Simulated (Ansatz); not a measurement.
**Ta3Sb: properties at the relaxed cell**

An exercise on one series of results from a longer session: the logs are not shown, and one member is left open.

Computed with Ansatz 0.2.0 (DFT r2SCAN, scalar-relativistic, plane waves, PAW, unless a step's input says otherwise).

## The structure to begin with

The structure is cubic, space group Pm-3n (No. 223). The conventional cell has a = 5.270 Å, b = 5.270 Å, c = 5.270 Å, α = 90.00°, β = 90.00°, γ = 90.00°. Ta (site symmetry -4m2) has 2 Ta at 2.63 Å and 4 Sb at 2.95 Å as nearest neighbours. Sb (site symmetry m-3) is surrounded by 12 Ta at 2.95 Å.

As a file:

```xyz
8
Lattice="5.2698 0.0000 0.0000 0.0000 5.2698 0.0000 0.0000 0.0000 5.2698" Properties=species:S:1:pos:R:3 pbc="T T T"
Ta    1.3174    0.0000    2.6349
Ta    2.6349    3.9523    0.0000
Ta    3.9523    0.0000    2.6349
Ta    2.6349    1.3174    0.0000
Ta    0.0000    2.6349    3.9523
Ta    0.0000    2.6349    1.3174
Sb    0.0000    0.0000    0.0000
Sb    2.6349    2.6349    2.6349
```

This cell was relaxed beforehand with the same method: volume 18.29 Å³/atom, gap on the mesh none (metal).

Set-up of the first run:

Contents of input.yaml:

```yaml
crystal:
  lattice:
    - [5.2165625428, 0.0, 0.0]
    - [0.0, 5.2165625428, 0.0]
    - [0.0, 0.0, 5.2165625428]
  atoms:
    - { symbol: Ta, position: [0.25, 0.0, 0.5] }
    - { symbol: Ta, position: [0.5, 0.75, 0.0] }
    - { symbol: Ta, position: [0.75, 0.0, 0.5] }
    - { symbol: Ta, position: [0.5, 0.25, 0.0] }
    - { symbol: Ta, position: [0.0, 0.5, 0.75] }
    - { symbol: Ta, position: [0.0, 0.5, 0.25] }
    - { symbol: Sb, position: [0.0, 0.0, 0.0] }
    - { symbol: Sb, position: [0.5, 0.5, 0.5] }
basis:
  ecutwfc: 500
kpoints:
  mp_grid: { grid: [8, 8, 8] }
hamiltonian:
  xc: r2scan
scf:
  occupations: { method: gaussian, width: 0.1 }
output:
  forces: true
  stress: true
  eigenvalues: true
```

On the command line:

```console
$ ansatz run input.yaml --threads 2 --pin off --max-ram 5120MiB --backend cpu --events-out ev --progress --plain --runs-dir out
```

Among the steps run: The cell scaled to 0.97 of its volume; Volume × 1.03; Point at V/V0 = 0.94; Point at V/V0 = 1.06; Point at V/V0 = 0.91; Point at V/V0 = 1.10; Point at V/V0 = 0.88.

One of the session's tables, all rows but one given; the rest of the session is left out.

It belongs to the step «Fit of the equation of state». 

```
volume (Å³/atom)  energy above the lowest point (meV/atom)  pressure (GPa)
          16.098                                     204.0           33.29
          16.647                                     108.3           22.90
          17.196                                         ?               ?
          17.744                                      10.7            6.46
          18.293                                       0.0           -0.01
          18.842                                       9.8           -5.54
          19.391                                      37.1          -10.27
          20.123                                      96.4          -15.51
```

Estimate the missing values for volume (Å³/atom) = 17.196.

Worked estimate for «energy above the lowest point (meV/atom)». A straight line through the neighbours (16.647, 108.3) and (17.744, 10.7) gives 108.3 + (10.7 − 108.3) × (17.196 − 16.647) / (17.744 − 16.647) = 59.5; a parabola fitted to 4 rows on both sides gives 45.3.

**Answer.** energy above the lowest point (meV/atom): 45.5; pressure (GPa): 14.03. In «energy above the lowest point (meV/atom)» the line misses by +14.0 and the parabola by -0.2.
